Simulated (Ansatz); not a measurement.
## Molecular dynamics of Zr$_{8}$CO$_{16}$F$_{4}$

input.yaml

```yaml
crystal:
  lattice:
    - [5.678356, 0.0, 0.0]
    - [0.0, 10.691773, 0.0]
    - [0.0, 0.0, 18.258767]
  atoms:
    - { symbol: Zr, position: [0.0, 0.0, 0.0547682] }
    - { symbol: Zr, position: [0.76130267, 0.75547648, 0.12198285] }
    - { symbol: O, position: [0.5, 0.7016075, 0.0547682] }
    - { symbol: O, position: [0.0, 0.7983925, 0.0547682] }
    - { symbol: O, position: [0.74793637, 0.51628533, 0.12883981] }
    - { symbol: O, position: [0.73486646, 0.95331657, 0.12528425] }
    - { symbol: Zr, position: [0.5, 0.5, 0.0547682] }
    - { symbol: Zr, position: [0.25602957, 0.2461437, 0.12149012] }
    - { symbol: O, position: [0.0, 0.2016075, 0.0547682] }
    - { symbol: O, position: [0.5, 0.2983925, 0.0547682] }
    - { symbol: O, position: [0.23240098, 0.03904393, 0.1259668] }
    - { symbol: O, position: [0.23864997, 0.47022405, 0.12107993] }
    - { symbol: Zr, position: [0.49909451, -0.00973645, 0.2195209] }
    - { symbol: Zr, position: [0.2664641, 0.7322008, 0.26622397] }
    - { symbol: O, position: [1.03734308, 0.68803262, 0.19272747] }
    - { symbol: O, position: [0.58878195, 0.78459248, 0.22255944] }
    - { symbol: O, position: [0.22606032, 0.55921017, 0.29312486] }
    - { symbol: O, position: [0.2292783, 0.92094033, 0.27233974] }
    - { symbol: Zr, position: [0.99219504, 0.48896091, 0.21948633] }
    - { symbol: Zr, position: [0.73722012, 0.2412103, 0.27134328] }
    - { symbol: O, position: [0.51033661, 0.18938753, 0.19399369] }
    - { symbol: O, position: [1.04819913, 0.28892514, 0.22072007] }
    - { symbol: O, position: [0.66568836, 0.06584967, 0.30617678] }
    - { symbol: O, position: [0.74824695, 0.42741842, 0.29128469] }
    - { symbol: C, position: [0.4231885, 0.6381729, 0.45811421] }
    - { symbol: F, position: [0.19347832, 0.62946547, 0.46619002] }
    - { symbol: F, position: [0.49749054, 0.51920802, 0.44436114] }
    - { symbol: F, position: [0.46943909, 0.70977025, 0.39446252] }
    - { symbol: F, position: [0.5352425, 0.67711502, 0.51458792] }
basis:
  ecutwfc: 420.0
kpoints:
  mp_grid: { grid: [2, 1, 1] }
hamiltonian:
  xc: pbe
  pseudopotentials: { kind: paw, azcp: { folder: soft_1 } }
scf:
  occupations: { method: fermi_dirac, width: 0.05 }
  lower_state_search: "off"
md:
  timestep: 1
  n_steps: 190
  ensemble: nvt_nose_hoover
  temperature: 1050.0
  initial_velocities: maxwell_boltzmann
  seed: 367786
  nose_hoover: { tau: 50.0, chain_length: 1 }
  constraints: [{ sites: [0, 2, 3, 6, 8, 9] }]
```

Command:

```bash
$ ansatz run input.yaml --threads 2 --pin off --max-ram 5120MiB --backend cpu --events-out ev --progress --plain --runs-dir out
```

It goes on from the last frame of an earlier run, with new velocities.

Output, in part (step lines):

```
md step     0: t =     0.00 fs  T =  1050.0 K  F+E_penalty+E_count = -46061.96196060 eV  E_kin = 3.121629 eV  conserved = -46058.84033163 eV  (15 SCF iters)
md step     1: t =     1.00 fs  T =  1058.4 K  F+E_penalty+E_count = -46061.98680772 eV  E_kin = 3.146474 eV  conserved = -46058.84033153 eV  (9 SCF iters)
md step     2: t =     2.00 fs  T =  1055.3 K  F+E_penalty+E_count = -46061.97736502 eV  E_kin = 3.137396 eV  conserved = -46058.83994771 eV  (9 SCF iters)
md step     3: t =     3.00 fs  T =  1042.1 K  F+E_penalty+E_count = -46061.93763652 eV  E_kin = 3.098209 eV  conserved = -46058.83937705 eV  (9 SCF iters)
md step     4: t =     4.00 fs  T =  1021.2 K  F+E_penalty+E_count = -46061.87483679 eV  E_kin = 3.035989 eV  conserved = -46058.83879030 eV  (9 SCF iters)
md step     5: t =     5.00 fs  T =   995.1 K  F+E_penalty+E_count = -46061.79684625 eV  E_kin = 2.958557 eV  conserved = -46058.83829085 eV  (5 SCF iters)
md step     6: t =     6.00 fs  T =   966.3 K  F+E_penalty+E_count = -46061.71059071 eV  E_kin = 2.872857 eV  conserved = -46058.83791656 eV  (4 SCF iters)
md step     7: t =     7.00 fs  T =   936.5 K  F+E_penalty+E_count = -46061.62137521 eV  E_kin = 2.784254 eV  conserved = -46058.83765915 eV  (4 SCF iters)
[... lines left out ...]
md step   190: t =   190.00 fs  T =   993.5 K  F+E_penalty+E_count = -46058.94986620 eV  E_kin = 2.953509 eV  conserved = -46058.83459072 eV  (9 SCF iters)
```

The steps, from the saved trajectory:

```tsv
time (fs)	T (K)	potential energy less start (eV)	conserved less start (meV/atom)
0	1050	0.000	0.00
6	966	0.251	0.08
12	807	0.731	0.12
18	771	0.858	0.09
24	746	0.969	0.04
30	637	1.348	0.19
36	860	0.757	-0.03
42	794	1.063	0.13
48	803	1.147	0.08
54	795	1.303	0.10
60	861	1.257	0.14
66	994	1.048	0.01
72	904	1.509	0.17
78	1032	1.337	0.07
84	929	1.863	0.21
90	1004	1.854	0.16
96	1135	1.712	0.13
102	1137	1.965	0.23
108	1310	1.710	0.10
114	1396	1.722	0.23
120	1545	1.523	0.09
126	1236	2.632	0.28
132	1110	3.135	0.26
138	1250	2.843	0.25
144	1521	2.157	0.14
150	1556	2.141	0.29
156	1581	2.079	0.21
162	1574	2.048	0.14
168	1456	2.288	0.24
174	1382	2.354	0.20
180	1321	2.353	0.20
186	1151	2.661	0.17
```

The run went to its last step. The conserved energy stayed within 0.31 meV per atom of its start (net change 0.2 meV per atom), so the integration is sound. The mean temperature of the second half is 29 % above the set value. A run of 0.19 ps of so small a system gives no equilibrium averages. Limits of this set-up: coarse k mesh, thin slab, slab without dipole correction, no dispersion correction for a molecule that may bind weakly.

Mean squared displacements from the first frame to the last: Zr 0.05 Å², O 0.22 Å², C 2.54 Å², F 4.16 Å².

Last frame:

```xyz
29
Lattice="5.6784 0.0000 0.0000 0.0000 10.6918 0.0000 0.0000 0.0000 18.2588" Properties=species:S:1:pos:R:3
Zr 0.000 0.000 1.000
Zr 4.258 7.956 2.134
O 2.839 7.501 1.000
O 0.000 8.536 1.000
O 4.298 5.763 2.424
O 3.962 10.434 2.124
Zr 2.839 5.346 1.000
Zr 1.378 2.547 2.090
O 0.000 2.155 1.000
O 2.839 3.190 1.000
O 1.373 0.562 2.438
O 1.417 5.173 2.227
Zr 2.961 0.037 4.002
Zr 1.259 8.200 4.993
O 5.670 7.567 3.761
O 2.858 8.636 3.657
O 1.819 6.423 5.202
O 1.687 10.290 5.226
Zr 5.819 5.369 3.923
Zr 4.188 2.670 4.809
O 2.597 2.319 3.833
O 5.396 3.326 3.320
O 4.135 0.835 5.396
O 4.830 4.490 5.650
C 1.378 7.229 9.515
F 0.232 7.790 9.508
F 1.710 6.559 8.534
F 2.208 8.187 9.652
F 1.471 6.550 10.758
```

The run took 25 min on 2 threads of Arm Neoverse V2, on a shared host, peak memory 1.9 GiB.
